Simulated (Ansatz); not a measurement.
# CH4AlOS radical: a ladder of functionals and wavefunction methods

Aim: compute CH4AlOS radical with functionals from several rungs and with coupled cluster. The yardstick is the atomisation energy at the CCSD(T) limit.

Program: Ansatz 0.2.0, Gaussian basis. Level of theory: functionals in def2-TZVPP, the program's frozen cores in correlated methods. These are calculated values, not measurements.

Levels to be run: LDA (SPW92), PBE-D4, revPBE-D4, BLYP-D4, r2SCAN-D4, B97M-V, PBE0-D4, B3LYP-D4, r2SCANh-D4, r2SCAN0-D4, HSE06-D4, BHLYP-D4, CAM-B3LYP-D4, LC-ωPBE, ωB97X-V, ωB97M-V, B2PLYP, PBE-QIDH; CCSD(T)/def2-SVP; CCSD(T)/def2-TZVPP; MP2/def2-QZVPP; extrapolation to the limit; RPA on PBE.

**1. Structure used throughout**

The geometry comes from an earlier relaxation with PBE0-D4 in a triple-zeta def2 set; it is a stationary point, not always the lowest conformer.

8 atoms, charge 0, spin multiplicity 2.

Atoms are counted from 1 here; the program's logs count them from 0.

Bond lengths: C1–O2 1.399 Å, C1–H5 1.095 Å, C1–H6 1.097 Å, C1–H7 1.095 Å, O2–Al3 1.681 Å, Al3–S4 2.211 Å, S4–H8 1.343 Å. Angles: O2–C1–H5 110.0°, O2–C1–H6 112.4°, O2–C1–H7 110.0°, H5–C1–H6 108.1°, H5–C1–H7 108.0°, H6–C1–H7 108.1°, C1–O2–Al3 138.7°, O2–Al3–S4 117.4°, Al3–S4–H8 93.1°.

**2. LDA**

This LDA is Slater exchange with PW92 correlation.

Input file in.yaml:

```yaml
crystal:
  periodic: [false, false, false]
  atoms:
    - {symbol: C, position_ang: [0.012681, 1.389883, 0.390136]}
    - {symbol: O, position_ang: [0.731437, 0.585062, -0.499891]}
    - {symbol: Al, position_ang: [0.776725, -1.019627, -0.998362]}
    - {symbol: S, position_ang: [-0.666064, -2.414810, -0.070997]}
    - {symbol: H, position_ang: [-0.477118, 2.204065, -0.153458]}
    - {symbol: H, position_ang: [-0.758239, 0.828792, 0.931872]}
    - {symbol: H, position_ang: [0.691386, 1.833407, 1.125681]}
    - {symbol: H, position_ang: [-0.218708, -3.463872, -0.780782]}
basis:
  gaussian: {orbitals: def2-TZVPP}
magnetization: {spin_polarized: true, initial_magnetization: 1}
hamiltonian: {xc: lda}
output: {orbitals: {seedname: orbitals}}
```

Run with:

```
ansatz run in.yaml --threads 4 --pin off --events-out ev --progress --plain --max-ram 10444MiB
```

Further steps of the session: PBE-D4 (GGA); revPBE-D4 (GGA); BLYP-D4 (GGA); r2SCAN-D4 (meta-GGA); B97M-V (meta-GGA); PBE0-D4 (hybrid); B3LYP-D4 (hybrid); r2SCANh-D4 (hybrid); r2SCAN0-D4 (hybrid); HSE06-D4 (hybrid); BHLYP-D4 (hybrid); CAM-B3LYP-D4 (range-separated); LC-ωPBE (range-separated); ωB97X-V (range-separated); ωB97M-V (range-separated); B2PLYP (double hybrid); PBE-QIDH (double hybrid); CCSD(T) in def2-SVP; CCSD(T) in def2-TZVPP; MP2 in def2-QZVPP; RPA on PBE orbitals.

Before running them: what should the planned runs give, taken together? Wanted: atomisation energy, CCSD(T)/CBS; farthest beyond LDA; mean size of error, GGA; mean size of error, meta-GGA; mean size of error, hybrid; mean size of error, range-separated; mean size of error, double hybrid; gap, smallest and largest; T1 diagnostic.

As calculated:

```
                               quantity                                                                                     value
        atomisation energy, CCSD(T)/CBS                                                                                 28.486 eV
    functionals within 0.142 eV (0.5 %)  BLYP-D4, B97M-V, PBE0-D4, B3LYP-D4, r2SCANh-D4, HSE06-D4, CAM-B3LYP-D4, ωB97X-V, ωB97M-V
                    farthest beyond LDA                                                                      BHLYP-D4 (-0.971 eV)
                mean size of error, GGA                                                                                  0.273 eV
           mean size of error, meta-GGA                                                                                  0.195 eV
             mean size of error, hybrid                                                                                  0.245 eV
    mean size of error, range-separated                                                                                  0.053 eV
      mean size of error, double hybrid                                                                                  0.315 eV
              gap, smallest and largest                                                       1.01 eV (B97M-V), 8.04 eV (LC-ωPBE)
                          T1 diagnostic                                                                                    0.0145
triples share of the correlation energy                                                                                     3.9 %
```

What this shows: The LDA atomisation energy is off by 4.178 eV (15 %): it overbinds. PBE-D4 misses by +0.510 eV. Double hybrids carry the basis error of their MP2 part in triple zeta, and no dispersion term here, so their miss is partly the set-up's. By mean error the best rung here is range-separated (0.053 eV) and the worst beyond LDA is double hybrid (0.315 eV). The reference freezes the cores and leaves out relativity and excitations past (T), so misses under about 0.142 eV can't be ranked. Hartree-Fock recovers 72 % of the binding; the rest is correlation. CCSD(T) in def2-SVP is off by -1.859 eV, worse than the median functional, from the basis alone. The gap grows from 1.0 to 8.0 eV across the functionals, mostly with the share of exact exchange.
